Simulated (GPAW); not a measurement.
The system is Mg3ZnC.

```
Zn Mg C
1.0
     4.40693    0.00000    0.00000
     0.00000    4.40693    0.00000
     0.00000    0.00000    4.40693
Zn Mg C
1 3 1
Direct
  0.00000 0.00000 0.00000
  0.50000 0.00000 0.50000
  0.50000 0.50000 0.00000
  0.00000 0.50000 0.50000
  0.50000 0.50000 0.50000
```

The cell comes from a database or a generator and needn't be the stable form of this composition.

Base run:

```yaml
Program: GPAW 26.7.0
Functional: PBE
Dispersion: D3(BJ)
Potentials_or_basis: GPAW PAW data sets (gpaw-data 1.2.1)
Cutoff: 800 eV
Basis: pw
k_mesh: 6 × 6 × 6
Occupations: fermi-dirac, width 0.05 eV
Spin: no spin polarisation
```

Its results: band gap on the k mesh none (metal or under the smearing width); pressure -3.0 GPa.

The run is repeated on the same cell with these changes: dispersion from D3(BJ) to none; occupations from fermi-dirac, width 0.05 eV to gaussian, width 0.02 eV. What comes out?

Band gap on the k mesh none (metal or under the smearing width); pressure -0.3 GPa.

Caveats: pairwise dispersion overbinds metals, which lowers pressure and volume (some runs).
